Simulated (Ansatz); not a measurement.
# C2H9OSbSi: a spread of methods and bases

How do the results and run time of C2H9OSbSi respond when the settings are drawn wide?

Method: the settings change from run to run; program: Ansatz 0.2.0, Gaussian basis.

**1. The relaxed structure**

An earlier PBE0-D4 in a triple-zeta def2 set relaxation fixed the geometry. Sb takes a core potential in def2 sets; no spin-orbit term is included.

SMILES `C[O][Sb]([CH3])[SiH3]`, 14 atoms, charge 0, spin multiplicity 1.

Atoms are counted from 1 here; the program's logs count them from 0.

Bond lengths: C1–O2 1.404 Å, C1–H6 1.094 Å, C1–H7 1.099 Å, C1–H8 1.099 Å, O2–Sb3 1.985 Å, Sb3–C4 2.147 Å, Sb3–Si5 2.593 Å, C4–H9 1.090 Å, C4–H10 1.091 Å, C4–H11 1.089 Å, Si5–H12 1.488 Å, Si5–H13 1.489 Å, Si5–H14 1.491 Å. Angles: O2–C1–H6 107.9°, O2–C1–H7 112.4°, O2–C1–H8 112.7°, H6–C1–H7 107.8°, H6–C1–H8 107.9°, H7–C1–H8 107.9°, C1–O2–Sb3 117.7°, O2–Sb3–C4 91.2°, O2–Sb3–Si5 93.9°, C4–Sb3–Si5 93.1°, Sb3–C4–H9 108.0°, Sb3–C4–H10 110.2°, Sb3–C4–H11 109.3°, H9–C4–H10 109.9°, H9–C4–H11 110.0°, H10–C4–H11 109.4°, Sb3–Si5–H12 110.3°, Sb3–Si5–H13 110.2° and more.

**2. PBE0-DH/def2-TZVPD**

Set apart from the defaults: multiplicity 3, high accuracy.

File in.yaml:

```yaml
crystal:
  periodic: [false, false, false]
  atoms:
    - {symbol: C, position_ang: [-2.199895, 0.809217, 0.786962]}
    - {symbol: O, position_ang: [-1.124007, -0.092050, 0.823958]}
    - {symbol: Sb, position_ang: [-0.367507, -0.698659, -0.908648]}
    - {symbol: C, position_ang: [0.933134, -2.081374, 0.093384]}
    - {symbol: Si, position_ang: [1.434109, 1.165406, -0.974716]}
    - {symbol: H, position_ang: [-2.562427, 0.942070, 1.810200]}
    - {symbol: H, position_ang: [-1.906431, 1.796814, 0.404014]}
    - {symbol: H, position_ang: [-3.037757, 0.444789, 0.176245]}
    - {symbol: H, position_ang: [1.256810, -1.623525, 1.027680]}
    - {symbol: H, position_ang: [1.799438, -2.302774, -0.531562]}
    - {symbol: H, position_ang: [0.389689, -3.002770, 0.299185]}
    - {symbol: H, position_ang: [2.229247, 1.159178, 0.283341]}
    - {symbol: H, position_ang: [0.788415, 2.497395, -1.132628]}
    - {symbol: H, position_ang: [2.354583, 0.957285, -2.128616]}
basis:
  gaussian: {orbitals: def2-TZVPD}
magnetization: {spin_polarized: true, initial_magnetization: 2}
hamiltonian: {xc: {name: PBE0-DH}}
accuracy: high
output: {forces: true}
```

The run is started by

```bash
$ ansatz run in.yaml --threads 4 --pin off --events-out ev --progress --plain --max-ram 11315MiB
```

Log, cut to the lines that bear on the results:

```text
Functional definition: PBE0-DH
  name "PBE0-DH"
  cite "Brémond & Adamo, J. Chem. Phys. 135, 024106 (2011) doi:10.1063/1.3604569"
  cite "Perdew, Burke & Ernzerhof, Phys. Rev. Lett. 77, 3865 (1996) doi:10.1103/PhysRevLett.77.3865"
[...]
5180 factors; integrals over basis functions are off by at most 7.0e-9 eV
[...]
mean field -18666.67012168 eV, -685.9874742483 hartree, gradient 9.9e-8 eV, S^2 2.011797; 5 other end points of the search recorded, 0 dependent functions left out
12 core orbitals not correlated: weight in the atoms' cores, before any rotation towards them, 1.000 or more for the frozen orbitals, at most 0.000 for the correlated occupied ones
reference -18666.67012500 eV, -685.9874743704 hartree; 22, 20 occupied and 260, 262 virtual orbitals, 5180 factors
second order -35.38009474 eV of doubles, -0.00000000 eV of singles
[...]
Total energy: -18671.09263685 eV, -686.1499986830 hartree
Atom 0 at    -2.199895     0.809217     0.786962 Å, force    -0.114137     0.277226     0.411521 eV/Å
Atom 1 at    -1.124007    -0.092050     0.823958 Å, force    -0.775476     0.256352     1.248649 eV/Å
Atom 2 at    -0.367507    -0.698659    -0.908648 Å, force     1.671460    -0.322858    -1.534771 eV/Å
Atom 3 at     0.933134    -2.081374     0.093384 Å, force    -0.262252    -0.355971     0.119539 eV/Å
Atom 4 at     1.434109     1.165406    -0.974716 Å, force    -0.237117     0.567160    -0.470853 eV/Å
Atom 5 at    -2.562427     0.942070     1.810200 Å, force    -0.000237    -0.007093    -0.145912 eV/Å
Atom 6 at    -1.906431     1.796814     0.404014 Å, force     0.002017    -0.164417    -0.025711 eV/Å
Atom 7 at    -3.037757     0.444789     0.176245 Å, force     0.214639     0.011004     0.122444 eV/Å
Atom 8 at     1.256810    -1.623525     1.027680 Å, force    -0.146532    -0.030960     0.013343 eV/Å
Atom 9 at     1.799438    -2.302774    -0.531562 Å, force    -0.252516     0.107036     0.013116 eV/Å
Atom 10 at     0.389689    -3.002770     0.299185 Å, force     0.131004     0.020591     0.103455 eV/Å
Atom 11 at     2.229247     1.159178     0.283341 Å, force    -0.174206    -0.218262    -0.027291 eV/Å
Atom 12 at     0.788415     2.497395    -1.132628 Å, force     0.074362    -0.075330     0.001929 eV/Å
Atom 13 at     2.354583     0.957285    -2.128616 Å, force    -0.131009    -0.064479     0.170544 eV/Å
Dipole moment:     0.020572     0.031619    -0.028012 e Å
```

Wall time 3.7 min (4 threads of Intel Xeon Platinum 8259CL at 2.50GHz, shared host); peak memory 3.7 GiB.

Largest force 2.292 eV/Å, dipole 0.23 D, ⟨S²⟩ 2.012.

**3. r2SCAN0/x2c-TZVPPall**

Set apart from the defaults: unrestricted orbitals, D4 dispersion.

in.yaml, as its differences from that of step 2:

```diff
@@ -18,6 +18,5 @@
 basis:
-  gaussian: {orbitals: def2-TZVPD}
-magnetization: {spin_polarized: true, initial_magnetization: 2}
-hamiltonian: {xc: {name: PBE0-DH}}
-accuracy: high
+  gaussian: {orbitals: x2c-TZVPPall}
+magnetization: {spin_polarized: true, initial_magnetization: 0}
+hamiltonian: {xc: {name: r2SCAN0}, dispersion: d4}
 output: {forces: true}
```

Launched as before.

Log, cut to the lines that bear on the results:

```text
Functional definition: r2SCAN0
  name "r2SCAN0"
  cite "Bursch, Neugebauer, Ehlert & Grimme, J. Chem. Phys. 156, 134105 (2022) doi:10.1063/5.0086040"
  cite "Furness, Kaplan, Ning, Perdew & Sun, J. Phys. Chem. Lett. 11, 8208 (2020) doi:10.1021/acs.jpclett.0c02405"
  cite "Furness, Kaplan, Ning, Perdew & Sun, J. Phys. Chem. Lett. 11, 9248 (2020) doi:10.1021/acs.jpclett.0c03077"
  parent r2scan
[...]
1955 factors; their error is unknown
[...]
mean field -188516.77894851 eV, -6927.8638450956 hartree, gradient 5.8e-5 eV, S^2 0.000000; 0 other end points of the search recorded, 0 dependent functions left out
[...]
reference -188516.77896214 eV, -6927.8638455965 hartree; 47, 47 occupied and 274, 274 virtual orbitals, 1955 factors
Total energy: -188516.88223060 eV, -6927.8676406424 hartree
Relativity: scalar
[...]
Atom 4 at     1.434109     1.165406    -0.974716 Å, force     0.053777     0.066656     0.003020 eV/Å
Atom 5 at    -2.562427     0.942070     1.810200 Å, force     0.066901    -0.023755    -0.179359 eV/Å
Atom 6 at    -1.906431     1.796814     0.404014 Å, force    -0.034418    -0.171657     0.057413 eV/Å
Atom 7 at    -3.037757     0.444789     0.176245 Å, force     0.154613     0.049338     0.099539 eV/Å
Atom 8 at     1.256810    -1.623525     1.027680 Å, force    -0.057315    -0.072197    -0.160355 eV/Å
Atom 9 at     1.799438    -2.302774    -0.531562 Å, force    -0.145596     0.032287     0.108898 eV/Å
Atom 10 at     0.389689    -3.002770     0.299185 Å, force     0.097669     0.157525    -0.034976 eV/Å
Atom 11 at     2.229247     1.159178     0.283341 Å, force    -0.074650    -0.000315    -0.120707 eV/Å
Atom 12 at     0.788415     2.497395    -1.132628 Å, force     0.066026    -0.128207     0.014825 eV/Å
Atom 13 at     2.354583     0.957285    -2.128616 Å, force    -0.090137     0.018785     0.112082 eV/Å
Dipole moment:    -0.000506    -0.099157    -0.176891 e Å
```

Run time: 25 s. Hardware: 4 threads of Intel Xeon Platinum 8259CL at 2.50GHz, shared host; peak memory 1.7 GiB.

Largest force 0.193 eV/Å, dipole 0.97 D, ⟨S²⟩ 0.000.

**4. r2SCAN0/def2-TZVP**

This run has charge +1, multiplicity 2, restricted open-shell orbitals, the search for lower states set to off.

in.yaml, as its differences from that of step 3:

```diff
@@ -18,5 +18,7 @@
 basis:
-  gaussian: {orbitals: x2c-TZVPPall}
-magnetization: {spin_polarized: true, initial_magnetization: 0}
-hamiltonian: {xc: {name: r2SCAN0}, dispersion: d4}
+  gaussian: {orbitals: def2-TZVP}
+total_charge: 1
+magnetization: {spin_polarized: false, initial_magnetization: 1}
+hamiltonian: {xc: {name: r2SCAN0}}
+scf: {lower_state_search: off}
 output: {forces: true}
```

Same command.

Log, cut to the lines that bear on the results:

```text
Functional definition: r2SCAN0
  name "r2SCAN0"
  cite "Bursch, Neugebauer, Ehlert & Grimme, J. Chem. Phys. 156, 134105 (2022) doi:10.1063/5.0086040"
  cite "Furness, Kaplan, Ning, Perdew & Sun, J. Phys. Chem. Lett. 11, 8208 (2020) doi:10.1021/acs.jpclett.0c02405"
  cite "Furness, Kaplan, Ning, Perdew & Sun, J. Phys. Chem. Lett. 11, 9248 (2020) doi:10.1021/acs.jpclett.0c03077"
  parent r2scan
[...]
1616 factors; their error is unknown
[...]
mean field -18674.58058405 eV, -686.2781783785 hartree, gradient 2.6e-6 eV, S^2 0.750000; 0 other end points of the search recorded, 0 dependent functions left out
[...]
reference -18674.58059920 eV, -686.2781789352 hartree; 33, 32 occupied and 201, 202 virtual orbitals, 1616 factors
Total energy: -18674.58059920 eV, -686.2781789352 hartree
Atom 0 at    -2.199895     0.809217     0.786962 Å, force    -0.759933     0.825435     0.394123 eV/Å
[...]
Atom 6 at    -1.906431     1.796814     0.404014 Å, force     0.041691    -0.260566     0.012702 eV/Å
Atom 7 at    -3.037757     0.444789     0.176245 Å, force     0.278316    -0.003787     0.197962 eV/Å
Atom 8 at     1.256810    -1.623525     1.027680 Å, force    -0.199713     0.113446    -0.111605 eV/Å
Atom 9 at     1.799438    -2.302774    -0.531562 Å, force    -0.178092     0.044196     0.005629 eV/Å
Atom 10 at     0.389689    -3.002770     0.299185 Å, force     0.108879     0.100500     0.004454 eV/Å
Atom 11 at     2.229247     1.159178     0.283341 Å, force    -0.433563    -0.445934    -0.026343 eV/Å
Atom 12 at     0.788415     2.497395    -1.132628 Å, force    -0.218919    -0.406618     0.041367 eV/Å
Atom 13 at     2.354583     0.957285    -2.128616 Å, force    -0.401084    -0.356448     0.118151 eV/Å
Dipole moment:     0.111225     0.079646    -0.211803 e Å
Checks for a lower state left out: stability, starts, cluster_reference, orbital_swaps, neighbouring_geometries, increment
```

Run time: 10 s. Hardware: 4 threads of Intel Xeon Platinum 8259CL at 2.50GHz, shared host; peak memory 0.84 GiB.

Largest force 2.055 eV/Å.

**5. r2SCAN50/def2-SVP**

Options: finite nuclei, the search for lower states set to full.

in.yaml, as its differences from that of step 4:

```diff
@@ -18,7 +18,4 @@
 basis:
-  gaussian: {orbitals: def2-TZVP}
-total_charge: 1
-magnetization: {spin_polarized: false, initial_magnetization: 1}
-hamiltonian: {xc: {name: r2SCAN0}}
-scf: {lower_state_search: off}
-output: {forces: true}
+  gaussian: {orbitals: def2-SVP, nuclear_model: gaussian}
+hamiltonian: {xc: {name: r2SCAN50}}
+scf: {lower_state_search: full}
```

Launched as before.

Log, cut to the lines that bear on the results:

```text
Functional definition: r2SCAN50
  name "r2SCAN50"
  cite "Bursch, Neugebauer, Ehlert & Grimme, J. Chem. Phys. 156, 134105 (2022) doi:10.1063/5.0086040"
  cite "Furness, Kaplan, Ning, Perdew & Sun, J. Phys. Chem. Lett. 11, 8208 (2020) doi:10.1021/acs.jpclett.0c02405"
  cite "Furness, Kaplan, Ning, Perdew & Sun, J. Phys. Chem. Lett. 11, 9248 (2020) doi:10.1021/acs.jpclett.0c03077"
  parent r2scan
[...]
1387 factors; integrals over basis functions are off by at most 1.5e-3 eV
[...]
mean field -18673.52928340 eV, -686.2395437922 hartree, gradient 3.5e-5 eV, S^2 0.000000; 0 other end points of the search recorded, 0 dependent functions left out
reference -18673.52929051 eV, -686.2395440535 hartree; 33, 33 occupied and 98, 98 virtual orbitals, 1387 factors
Total energy: -18673.52929051 eV, -686.2395440535 hartree
```

It took 4.2 s on 4 threads of Intel Xeon Platinum 8259CL at 2.50GHz, shared host.

**6. PBE-QIDH/def2-mTZVPP**

Options: high accuracy.

in.yaml, as its differences from that of step 5:

```diff
@@ -18,4 +18,5 @@
 basis:
-  gaussian: {orbitals: def2-SVP, nuclear_model: gaussian}
-hamiltonian: {xc: {name: r2SCAN50}}
-scf: {lower_state_search: full}
+  gaussian: {orbitals: def2-mTZVPP}
+hamiltonian: {xc: {name: PBE-QIDH}}
+accuracy: high
+output: {forces: true}
```

Launched as before.

Log, cut to the lines that bear on the results:

```text
Functional definition: PBE-QIDH
  name "PBE-QIDH"
  cite "Brémond, Sancho-García, Pérez-Jiménez & Adamo, J. Chem. Phys. 141, 031101 (2014) doi:10.1063/1.4890314"
  cite "Perdew, Burke & Ernzerhof, Phys. Rev. Lett. 77, 3865 (1996) doi:10.1103/PhysRevLett.77.3865"
[...]
3818 factors; integrals over basis functions are off by at most 3.3e-8 eV
[...]
mean field -18657.11456699 eV, -685.6363140904 hartree, gradient 2.9e-8 eV, S^2 0.000000; 0 other end points of the search recorded, 0 dependent functions left out
12 core orbitals not correlated: weight in the atoms' cores, before any rotation towards them, 1.000 or more for the frozen orbitals, at most 0.000 for the correlated occupied ones
reference -18657.11456850 eV, -685.6363141458 hartree; 21, 21 occupied and 137, 137 virtual orbitals, 3818 factors
second order -24.30757061 eV of doubles, -0.00000000 eV of singles
[...]
Atom 4 at     1.434109     1.165406    -0.974716 Å, force     0.108529     0.126667     0.005766 eV/Å
Atom 5 at    -2.562427     0.942070     1.810200 Å, force     0.077402    -0.037858    -0.161564 eV/Å
Atom 6 at    -1.906431     1.796814     0.404014 Å, force    -0.016064    -0.181468     0.062566 eV/Å
Atom 7 at    -3.037757     0.444789     0.176245 Å, force     0.165831     0.028708     0.098601 eV/Å
Atom 8 at     1.256810    -1.623525     1.027680 Å, force    -0.037939    -0.071778    -0.131612 eV/Å
Atom 9 at     1.799438    -2.302774    -0.531562 Å, force    -0.111350     0.024947     0.090572 eV/Å
Atom 10 at     0.389689    -3.002770     0.299185 Å, force     0.085540     0.123714    -0.021399 eV/Å
Atom 11 at     2.229247     1.159178     0.283341 Å, force    -0.110313    -0.003478    -0.177411 eV/Å
Atom 12 at     0.788415     2.497395    -1.132628 Å, force     0.083131    -0.184492     0.020514 eV/Å
Atom 13 at     2.354583     0.957285    -2.128616 Å, force    -0.122993     0.022808     0.156241 eV/Å
Dipole moment:     0.009962    -0.070449    -0.168040 e Å
```

Wall time 35 s (4 threads of Intel Xeon Platinum 8259CL at 2.50GHz, shared host); peak memory 1.1 GiB.

Largest force 0.299 eV/Å, dipole 0.88 D.

**7. B97/def2-TZVPD**

in.yaml, as its differences from that of step 6:

```diff
@@ -18,5 +18,3 @@
 basis:
-  gaussian: {orbitals: def2-mTZVPP}
-hamiltonian: {xc: {name: PBE-QIDH}}
-accuracy: high
-output: {forces: true}
+  gaussian: {orbitals: def2-TZVPD}
+hamiltonian: {xc: {name: B97}}
```

Launched as before.

Log, cut to the lines that bear on the results:

```text
Functional definition: B97
  name "B97"
  cite "Becke, J. Chem. Phys. 107, 8554 (1997) doi:10.1063/1.475007"
[...]
      + integral(e_c_pw_opposite_spin*poly(b97_u_opposite, cos0, cos1, cos2))
1763 factors; their error is unknown
[...]
mean field -18683.47276885 eV, -686.6049601426 hartree, gradient 3.4e-5 eV, S^2 0.000000; 0 other end points of the search recorded, 0 dependent functions left out
reference -18683.47280820 eV, -686.6049615887 hartree; 33, 33 occupied and 261, 261 virtual orbitals, 1763 factors
Total energy: -18683.47280820 eV, -686.6049615887 hartree
```

It took 11 s on 4 threads of Intel Xeon Platinum 8259CL at 2.50GHz, shared host; peak memory 0.84 GiB.

**8. RPBE/def2-mTZVPP**

Set apart from the defaults: charge +1, multiplicity 2, restricted open-shell orbitals, D4 dispersion.

in.yaml, as its differences from that of step 7:

```diff
@@ -18,3 +18,6 @@
 basis:
-  gaussian: {orbitals: def2-TZVPD}
-hamiltonian: {xc: {name: B97}}
+  gaussian: {orbitals: def2-mTZVPP}
+total_charge: 1
+magnetization: {spin_polarized: false, initial_magnetization: 1}
+hamiltonian: {xc: {name: RPBE}, dispersion: d4}
+output: {forces: true}
```

The command is unchanged.

Log, cut to the lines that bear on the results:

```text
Functional definition: RPBE
  name "RPBE"
  cite "Hammer, Hansen & Nørskov, Phys. Rev. B 59, 7413 (1999) doi:10.1103/PhysRevB.59.7413"
  cite "Perdew, Burke & Ernzerhof, Phys. Rev. Lett. 77, 3865 (1996) doi:10.1103/PhysRevLett.77.3865"
[...]
1657 factors; their error is unknown
[...]
mean field -18677.60122851 eV, -686.3891850151 hartree, gradient 4.0e-5 eV, S^2 0.750000; 4 other end points of the search recorded, 0 dependent functions left out
[...]
reference -18677.60127819 eV, -686.3891868407 hartree; 33, 32 occupied and 137, 138 virtual orbitals, 1657 factors
Total energy: -18678.58109386 eV, -686.4251944025 hartree
Atom 0 at    -2.199895     0.809217     0.786962 Å, force    -0.889644     0.956049     0.442396 eV/Å
Atom 1 at    -1.124007    -0.092050     0.823958 Å, force     0.237038    -0.608023     0.062019 eV/Å
[...]
Atom 4 at     1.434109     1.165406    -0.974716 Å, force     0.938288     1.449154    -0.293605 eV/Å
Atom 5 at    -2.562427     0.942070     1.810200 Å, force    -0.042767    -0.035991     0.220951 eV/Å
Atom 6 at    -1.906431     1.796814     0.404014 Å, force     0.135821     0.173560    -0.183527 eV/Å
Atom 7 at    -3.037757     0.444789     0.176245 Å, force    -0.082933    -0.128940    -0.104085 eV/Å
Atom 8 at     1.256810    -1.623525     1.027680 Å, force    -0.004045     0.227144     0.273589 eV/Å
Atom 9 at     1.799438    -2.302774    -0.531562 Å, force     0.192847    -0.050556    -0.224373 eV/Å
Atom 10 at     0.389689    -3.002770     0.299185 Å, force    -0.110776    -0.294939     0.093298 eV/Å
Atom 11 at     2.229247     1.159178     0.283341 Å, force    -0.213216    -0.372311     0.213740 eV/Å
Atom 12 at     0.788415     2.497395    -1.132628 Å, force    -0.322592    -0.091747     0.001549 eV/Å
Atom 13 at     2.354583     0.957285    -2.128616 Å, force    -0.176234    -0.362032    -0.132826 eV/Å
Dipole moment:     0.014550     0.132213    -0.108431 e Å
```

Run time: 6.5 s. Hardware: 4 threads of Intel Xeon Platinum 8259CL at 2.50GHz, shared host.

Largest force 1.751 eV/Å.

**9. B3LYP/def2-SVP**

This run has a grid of angular degree 11, D3(BJ) with three-body dispersion.

in.yaml, as its differences from that of step 8:

```diff
@@ -18,6 +18,3 @@
 basis:
-  gaussian: {orbitals: def2-mTZVPP}
-total_charge: 1
-magnetization: {spin_polarized: false, initial_magnetization: 1}
-hamiltonian: {xc: {name: RPBE}, dispersion: d4}
-output: {forces: true}
+  gaussian: {orbitals: def2-SVP, final_grid: {core_spheres: 5, valence_spheres: 4, degree: 11}}
+hamiltonian: {xc: {name: B3LYP}, dispersion: d3bjatm}
```

The command is unchanged.

Log, cut to the lines that bear on the results:

```text
Functional definition: B3LYP
  name "B3LYP"
  cite "Stephens, Devlin, Chabalowski & Frisch, J. Phys. Chem. 98, 11623 (1994) doi:10.1021/j100096a001"
  cite "Becke, Phys. Rev. A 38, 3098 (1988) doi:10.1103/PhysRevA.38.3098"
  cite "Lee, Yang & Parr, Phys. Rev. B 37, 785 (1988) doi:10.1103/PhysRevB.37.785"
  cite "Vosko, Wilk & Nusair, Can. J. Phys. 58, 1200 (1980) doi:10.1139/p80-159"
[...]
1532 factors; their error is unknown
[...]
mean field -18679.84661338 eV, -686.4717013871 hartree, gradient 5.9e-5 eV, S^2 0.000000; 0 other end points of the search recorded, 0 dependent functions left out
reference -18679.84676982 eV, -686.4717071361 hartree; 33, 33 occupied and 98, 98 virtual orbitals, 1532 factors
Total energy: -18680.47152993 eV, -686.4946666466 hartree
```

It took 1.1 s on 4 threads of Intel Xeon Platinum 8259CL at 2.50GHz, shared host.

**10. r2SCAN/ANO-RCC-VTZP**

Options: multiplicity 3, restricted open-shell orbitals, high accuracy.

in.yaml, as its differences from that of step 9:

```diff
@@ -18,3 +18,5 @@
 basis:
-  gaussian: {orbitals: def2-SVP, final_grid: {core_spheres: 5, valence_spheres: 4, degree: 11}}
-hamiltonian: {xc: {name: B3LYP}, dispersion: d3bjatm}
+  gaussian: {orbitals: ANO-RCC-VTZP}
+magnetization: {spin_polarized: false, initial_magnetization: 2}
+hamiltonian: {xc: {name: r2SCAN}}
+accuracy: high
```

Same command.

Log, cut to the lines that bear on the results:

```text
Functional definition: r2SCAN
  name "r2SCAN"
  cite "Furness, Kaplan, Ning, Perdew & Sun, J. Phys. Chem. Lett. 11, 8208 (2020) doi:10.1021/acs.jpclett.0c02405"
  cite "Furness, Kaplan, Ning, Perdew & Sun, J. Phys. Chem. Lett. 11, 9248 (2020) doi:10.1021/acs.jpclett.0c03077"
  parent r2scan
[...]
6111 factors; integrals over basis functions are off by at most 5.0e-9 eV
[...]
mean field -188510.64590359 eV, -6927.6384598517 hartree, gradient 3.4e-8 eV, S^2 2.000000; 7 other end points of the search recorded, 0 dependent functions left out
reference -188510.64591737 eV, -6927.6384603581 hartree; 48, 46 occupied and 270, 272 virtual orbitals, 6111 factors
Total energy: -188510.64591737 eV, -6927.6384603581 hartree
Relativity: scalar
```

Run time: 5 min. Hardware: 4 threads of Intel Xeon Platinum 8259CL at 2.50GHz, shared host; peak memory 5 GiB.

**11. The runs in one table**

```csv
level,charge,multiplicity,geometry,functions,energy (eV),time
PBE0-DH/def2-TZVPD,0,3,relaxed,294,-18671.093,3.7 min
r2SCAN0/x2c-TZVPPall,0,1,relaxed,321,-188516.882,25 s
r2SCAN0/def2-TZVP,1,2,relaxed,234,-18674.581,10 s
r2SCAN50/def2-SVP,0,1,relaxed,131,-18673.529,4.2 s
PBE-QIDH/def2-mTZVPP,0,1,relaxed,170,-18665.217,35 s
B97/def2-TZVPD,0,1,relaxed,294,-18683.473,11 s
RPBE/def2-mTZVPP,1,2,relaxed,170,-18678.581,6.5 s
B3LYP/def2-SVP,0,1,relaxed,131,-18680.472,1.1 s
r2SCAN/ANO-RCC-VTZP,0,3,relaxed,318,-188510.646,5 min
```

**12. What came out**

```
                                         quantity                       value
                                             runs                           9
                                         quickest       B3LYP/def2-SVP, 1.1 s
                                          slowest  r2SCAN/ANO-RCC-VTZP, 5 min
spread of total energies, same state and geometry                 169851.7 eV
                  dipole, same state and geometry              0.88 to 0.97 D
```

What this shows: r2SCAN/ANO-RCC-VTZP took 283 times as long as B3LYP/def2-SVP. The jobs differ in tasks and options as well as level. Total energies at one charge and spin differ by 169852 eV between levels, so only differences within one level mean anything. Some of these runs are scalar-relativistic and others not, which shifts the totals of all-electron atoms past neon by several eV an atom and more; core potentials, where a basis has them, take the core out of the total altogether. At the PBE0-D4/def2-TZVP geometry and in the same state, the sound runs without point charges leave forces up to 0.30 eV/Å (PBE-QIDH/def2-mTZVPP).
